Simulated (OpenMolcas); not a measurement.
**Co³⁺ among point charges: CASSCF and CASPT2 levels and susceptibility**

How does a field of 5 point charges split the states of Co³⁺, and what χT follows?

Method: state-averaged CASSCF and CASPT2, spin-orbit coupling by RASSI with atomic mean-field integrals. Code: OpenMolcas 26.06.

## 1. Starting point

* Species: Co³⁺ (cobalt, Z = 27, 24 electrons)
* Basis: ANO-RCC-VDZP [5s4p2d1f], 34 functions
* Scalar Hamiltonian: DKH2, point nucleus
* Inactive shells: 1s 2s 2p 3s 3p
* Active space: 6 electrons in 5 orbitals (3d)
* Some configurations of this space: 3d⁶
* Orbitals: optimised for each spin and parity, averaged over all roots

Outer shells as boxes (Hund's rule):

3d6
```
3d [↑↓][↑ ][↑ ][↑ ][↑ ]
```

The ion sits among 5 point charges of -2.5 e arranged as a square pyramid (C4v), 2.07 Å from the ion, with the axial distance 1.635 Å.

Each step is its own input file, run in one work folder so that later steps find the files of earlier ones. Labels, J, g values, rates, χT and fits are worked out afterwards by a script from the matrices that RASSI stores.

## 2. GATEWAY and SEWARD: basis and integrals

Contents of a.inp:

```
&GATEWAY
Coord
1

Co 0.0 0.0 0.0
Basis=ANO-RCC-VDZP
Group=NoSym
NoMove
AngMom=0.0 0.0 0.0
AMFI
XField
5 Angstrom 0
2.070000 0.000000 0.000000 -2.500000
0.000000 2.070000 0.000000 -2.500000
-2.070000 0.000000 0.000000 -2.500000
0.000000 -2.070000 0.000000 -2.500000
0.000000 0.000000 1.635300 -2.500000
&SEWARD
```

Run with:

```
$ OMP_NUM_THREADS=1 MOLCAS_MEM=1689 MOLCAS_PROJECT=a pymolcas a.inp > a.log
```

## 3. Reference wave functions, quintets, 5 roots

Contents of a.inp:

```
&RASSCF
FileOrb=start.orb
Symmetry=1
Spin=5
nActEl=6 0 0
Inactive=9
Ras2=5
CIRoot=5 5 1
SDav=5
CIMx=300
Iter=120 100
PrWF=0.3
OrbListing=Nothing
MaxOrb=0
>>> COPY $Project.JobIph JOB001
```

start.orb holds the contracted functions of the basis, ordered by shell, or the orbitals of the step before.

## 4. Reference wave functions, triplets, 45 roots

Contents of a.inp:

```
&RASSCF
FileOrb=start.orb
Symmetry=1
Spin=3
nActEl=6 0 0
Inactive=9
Ras2=5
CIRoot=45 45 1
SDav=45
CIMx=300
Iter=120 100
PrWF=0.3
OrbListing=Nothing
MaxOrb=0
>>> COPY $Project.JobIph JOB002
```

## 5. CASSCF: singlets, 50 roots

Contents of a.inp:

```
&RASSCF
FileOrb=start.orb
Symmetry=1
Spin=1
nActEl=6 0 0
Inactive=9
Ras2=5
CIRoot=50 50 1
SDav=50
CIMx=300
Iter=120 100
PrWF=0.3
OrbListing=Nothing
MaxOrb=0
>>> COPY $Project.JobIph JOB003
```

## 6. RASSI: spin-orbit coupling between the states

Contents of a.inp:

```
&RASSI
NrOfJobIphs=3 5 45 50
1 2 3 4 5
1 2 3 4 5 6 7 8 9 10 11 12 13 14 15 16 17 18 19 20 21 22 23 24 25 26 27
28 29 30 31 32 33 34 35 36 37 38 39 40 41 42 43 44 45
1 2 3 4 5 6 7 8 9 10 11 12 13 14 15 16 17 18 19 20 21 22 23 24 25 26 27
28 29 30 31 32 33 34 35 36 37 38 39 40 41 42 43 44 45 46 47 48 49 50
IphNames
JOB001
JOB002
JOB003
EJob
SpinOrbit
DIPRint=1.0
SOCoupling=1000.0
Subsets=2
Property=9
'ANGMOM' 1 'ANGMOM' 2 'ANGMOM' 3 'MLTPL  1' 1 'MLTPL  1' 2 'MLTPL  1' 3
'AMFI' 1 'AMFI' 2 'AMFI' 3
SOProperty=3
'ANGMOM' 1 'ANGMOM' 2 'ANGMOM' 3
```

## 7. CASPT2: IPEA 0.25, imaginary shift 0.1 (closed shells correlated: 3s 3p)

Contents of a.inp:

```
>>> COPY JOB001 $Project.JobIph
&CASPT2
Multistate=5 1 2 3 4 5
NoMult
Frozen=5
IPEA=0.25
Imaginary=0.1
MaxIter=60
WThr=0.0 0.3 0.05
PrWF=0.5
NoMix
>>> COPY JOB002 $Project.JobIph
&CASPT2
Multistate=45 1 2 3 4 5 6 7 8 9 10 11 12 13 14 15 16 17 18 19 20 21 22
23 24 25 26 27 28 29 30 31 32 33 34 35 36 37 38 39 40 41 42 43 44 45
NoMult
Frozen=5
IPEA=0.25
Imaginary=0.1
MaxIter=60
WThr=0.0 0.3 0.05
PrWF=0.5
NoMix
>>> COPY JOB003 $Project.JobIph
&CASPT2
Multistate=50 1 2 3 4 5 6 7 8 9 10 11 12 13 14 15 16 17 18 19 20 21 22
23 24 25 26 27 28 29 30 31 32 33 34 35 36 37 38 39 40 41 42 43 44 45 46
47 48 49 50
NoMult
Frozen=5
IPEA=0.25
Imaginary=0.1
MaxIter=60
WThr=0.0 0.3 0.05
PrWF=0.5
NoMix
```

(Steps that only read results are left out.)

Q: Predict the outcome of this session. Wanted: spin-free ground state; first state of the same spin within the active space; lowest level; next level.

As calculated:

```
                                            quantity                                                                        value
                                              method  SS-CASPT2, IPEA 0.25, imaginary shift 0.1 (closed shells correlated: 3s 3p)
                              spin-free ground state                                          quintet, 1-fold in its orbital part
first state of the same spin within the active space                                                         quintet at 2900 cm⁻¹
                                        lowest level                                                                       1-fold
                                          next level                                                                    25.2 cm⁻¹
                                         χT at 300 K                                                               3.74 cm³ K/mol
                           effective moment at 300 K                                                                      5.47 μB
```

Cost by method:

| method | time of its own steps | time with the reference |
| --- | --- | --- |
| A. CASSCF | 23 s | 23 s |
| B. SS-CASPT2, IPEA 0.25, imaginary shift 0.1, +3s 3p | 8.8 s | 32 s |

Times are of one thread on a shared host.

In words: The spin-free ground state (quintet) comes to 100 % from free-ion D terms and keeps the highest spin of the shell. χT at 300 K is 3.74, against 3.01 cm³ K/mol for the spin alone, so orbital moment adds to it. An active space of the d shell alone favours high spin; real ions in strong fields can be low spin. Reference weights range from 0.84 to 0.95, which points to intruder states or a small active space for some roots. The field of point charges can differ much from that of real complexes. With metal d orbitals alone active, the gaps between spin states are rough; where two lie within a few thousand cm-1, their order is open. This is an electrostatic model: the charges have no orbitals.
